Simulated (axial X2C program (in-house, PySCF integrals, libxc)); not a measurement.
# NSmO: the levels of the configuration f(δφ)3 f(π)0

Aim: the spin–orbit levels of NSmO that arise from the configuration f(δφ)3 f(π)0 of Sm, and how they move with the bond.

Computed with an in-house X2C program for linear molecules on PySCF integrals. Level: two-component X2C, average-of-configuration Hartree–Fock and CI in the open shells.

All values are calculated.

### 1 The job

task.json

```json
{
 "zs": [
  7,
  62,
  8
 ],
 "q": 0,
 "bas": [
  "dyall-v3z",
  "dyall-v3z",
  "dyall-v3z"
 ],
 "r0": 1.72,
 "metal": 1,
 "shells": [
  [
   3,
   [
    2,
    3
   ],
   3
  ],
  [
   3,
   [
    1
   ],
   0
  ]
 ],
 "fix": 0,
 "emax": 3.5,
 "nroots": 6,
 "r2": 1.72
}
```

Keys: zs atomic numbers; q charge; bas basis sets; r0 starting distance in Å; metal index of the metal atom; shells open shells as [l, |m| values, electrons]; fix electron count of the first shell held; emax energy window in eV; nroots roots for each Ω; r2 second bond in Å, held.

The run is started by

```
$ python soci.py task.json out
```

Two-component X2C with atomic mean-field Coulomb and Gaunt terms, basis N dyall-v3z, Sm dyall-v3z, O dyall-v3z (cores contracted in-house). Orbitals come from Hartree–Fock averaged over the configuration Sm f(δφ)3 f(π)0; CI then distributes these electrons over the f(δφ), f(π) shells of Sm.

### 2 CI at N–Sm–O held linear, bonds 1.707 and 1.720 Å (the second held)

Output:

```text
average of configuration f(δφ)3 f(π)0
basis functions 262  fitting functions 1381
iter      average energy  largest gradient
   1     -10547.173520818   6.16e+00
   2     -10548.243885443   1.23e-01
   3     -10548.251644843   1.82e-02
   4     -10548.252607098   2.01e-02
   5     -10548.252938834   2.14e-03
   6     -10548.252949215   6.78e-04
   7     -10548.252953300   4.63e-04
   8     -10548.252955118   2.86e-04
   9     -10548.252957391   1.97e-04
  10     -10548.252960106   2.22e-04
  11     -10548.252962223   2.20e-04
  12     -10548.252964963   1.35e-04
  13     -10548.252965989   6.96e-05
  14     -10548.252966223   2.26e-05
  15     -10548.252966275   1.84e-05
converged
CI levels
2*Omega        energy/Eh    cm-1   g(par)  dipole/D  leading shell counts
    5    -10548.35636501        0   4.384    0.948  {'3 0': 1.0}
    3    -10548.35473094      359   0.780    0.948  {'3 0': 1.0}
    7    -10548.34615370     2241   8.173    0.947  {'3 0': 1.0}
    9    -10548.33056669     5662  11.748    0.945  {'3 0': 1.0}
    1    -10548.32570457     6729   1.660    0.956  {'3 0': 1.0}
    3    -10548.31672333     8700   1.820    0.952  {'3 0': 1.0}
   15    -10548.31174982     9792  15.407    0.951  {'3 0': 1.0}
    5    -10548.31151309     9844   5.653    0.954  {'3 0': 1.0}
    7    -10548.30545531    11173   9.466    0.953  {'3 0': 1.0}
   13    -10548.29955661    12468  12.204    0.945  {'3 0': 1.0}
    5    -10548.28344251    16005   5.127    0.945  {'3 0': 1.0}
    5    -10548.27411367    18052   4.759    0.946  {'3 0': 1.0}
    3    -10548.27132028    18665   2.764    0.953  {'3 0': 1.0}
    3    -10548.26251606    20597   2.555    0.945  {'3 0': 1.0}
    7    -10548.26228869    20647   7.838    0.950  {'3 0': 1.0}
   17    -10548.26181521    20751  18.002    0.954  {'3 0': 1.0}
   15    -10548.26157717    20804  15.006    0.951  {'3 0': 1.0}
    7    -10548.24537363    24360   8.000    0.947  {'3 0': 1.0}
    5    -10548.24132751    25248   5.660    0.955  {'3 0': 1.0}
    3    -10548.23327974    27014   2.945    0.947  {'3 0': 1.0}
    9    -10548.23175045    27350   9.849    0.956  {'3 0': 1.0}
    1    -10548.22976127    27786   0.063    0.945  {'3 0': 1.0}
```

Dipoles in the output refer to the first atom as origin.

Run time: 2.3 s. Hardware: 1 thread of Arm Neoverse V2, shared host; peak memory 0.49 GiB.

Active spinors (ω > 0; filled shells left out):

```tsv
shell	ω	ε (eV)	character
f(δφ)	3/2	-0.53	99% Sm f
f(δφ)	5/2	-0.33	100% Sm f
f(δφ)	5/2	0.69	100% Sm f
f(δφ)	7/2	0.70	100% Sm f
f(π)	1/2	6.58	89% Sm f, 7% Sm p
f(π)	3/2	6.59	88% Sm f, 6% Sm p, 3% Sm d
```

The levels:

```tsv
Ω	energy (cm⁻¹)	g∥	μ (D)	configuration
5/2	0	4.38	0.95	100% f(δφ)3
3/2	359	0.78	0.95	100% f(δφ)3
7/2	2241	8.17	0.95	100% f(δφ)3
9/2	5662	11.75	0.95	100% f(δφ)3
1/2	6729	1.66	0.96	100% f(δφ)3
3/2	8700	1.82	0.95	100% f(δφ)3
15/2	9792	15.41	0.95	100% f(δφ)3
5/2	9844	5.65	0.95	100% f(δφ)3
7/2	11173	9.47	0.95	100% f(δφ)3
13/2	12468	12.20	0.94	100% f(δφ)3
5/2	16005	5.13	0.94	100% f(δφ)3
5/2	18052	4.76	0.95	100% f(δφ)3
3/2	18665	2.76	0.95	100% f(δφ)3
3/2	20597	2.56	0.94	100% f(δφ)3
7/2	20647	7.84	0.95	100% f(δφ)3
17/2	20751	18.00	0.95	100% f(δφ)3
15/2	20804	15.01	0.95	100% f(δφ)3
7/2	24360	8.00	0.95	100% f(δφ)3
5/2	25248	5.66	0.95	100% f(δφ)3
3/2	27014	2.95	0.95	100% f(δφ)3
```

g∥ is the magnitude of 2⟨Lz + ge Sz⟩ for the +Ω component. μ is positive if the O end is positive.

### 3 The same at N–Sm–O held linear, bonds 1.775 and 1.720 Å (the second held)

```tsv
Ω	energy (cm⁻¹)	g∥	μ (D)	configuration
5/2	0	4.45	0.96	100% f(δφ)3
3/2	576	1.00	0.96	100% f(δφ)3
7/2	2566	8.20	0.96	100% f(δφ)3
9/2	6517	11.68	0.96	100% f(δφ)3
1/2	6710	1.59	0.97	100% f(δφ)3
3/2	9189	1.76	0.96	100% f(δφ)3
15/2	9334	15.42	0.97	100% f(δφ)3
5/2	10149	5.61	0.97	100% f(δφ)3
7/2	11803	9.35	0.96	100% f(δφ)3
13/2	13070	12.26	0.96	100% f(δφ)3
```

### 4 Curves along the N–Sm bond, the other held

The same input was run at the other distances (logs left out). Energies in cm⁻¹ from the lowest point; levels are followed by energy order within each Ω.

```tsv
R (Å)	(1)Ω=5/2	(1)Ω=3/2	(1)Ω=7/2	(1)Ω=9/2	(1)Ω=1/2	(1)Ω=15/2	(2)Ω=3/2
1.588	2181	2142	4034	6708	8971	12862	10259
1.647	634	782	2650	5653	7382	10886	8969
1.707	51	410	2292	5713	6781	9843	8752
1.775	0	576	2566	6517	6710	9334	9189
1.844	192	950	3127	7635	6892	9154	9909
1.920	463	1359	3789	8852	7155	9142	10707
2.014	757	1753	4500	10135	7435	9225	11521
```

Constants where the minimum is well bracketed:

```tsv
level of the curve	Te (cm⁻¹)	Re (Å)	ωe (cm⁻¹)
(1)Ω=5/2	0	1.748	451.6
(1)Ω=3/2	435	1.714	561.4
(1)Ω=9/2	5599	1.671	809.2
(1)Ω=1/2	6717	1.751	443.6
(2)Ω=3/2	8762	1.693	697.2
```

### 5 What came out

| quantity | value |
| --- | --- |
| lowest level of the model | Ω = 5/2, g∥ = 4.38, 100% f(δφ)3 |
| next level | Ω = 3/2, 359 cm⁻¹ higher |
| lowest curve, Re and ωe | 1.748 Å, 451.6 cm⁻¹ |

In the lowest level ⟨Sz⟩ = -0.31 and ⟨Lz⟩ = 2.81; its leading determinant has weight 0.29 among 21. From 1.707 to 1.775 Å the gap from the lowest to the fifth level goes from 6729 to 6710 cm⁻¹. Without dynamic correlation distances can be off by several hundredths of an Å, and the wavenumbers are rough. There is no dynamic correlation: spin–orbit spacings and, for f shells, spacings inside one term are the most reliable numbers, splittings between terms come out too wide, and energies between configurations are not reliable, so the lowest level need not be the ground state of the molecule. At most 6 roots were kept for each Ω > 0 (twice that for Ω = 0) within 3.5 eV of the lowest, so higher up levels can be missing between those listed; levels with Ω > 0 are doubly degenerate and listed once, Ω = 0 levels singly. States that fill the shells left empty in the average are placed too high. The molecule was held linear; bending was not examined.
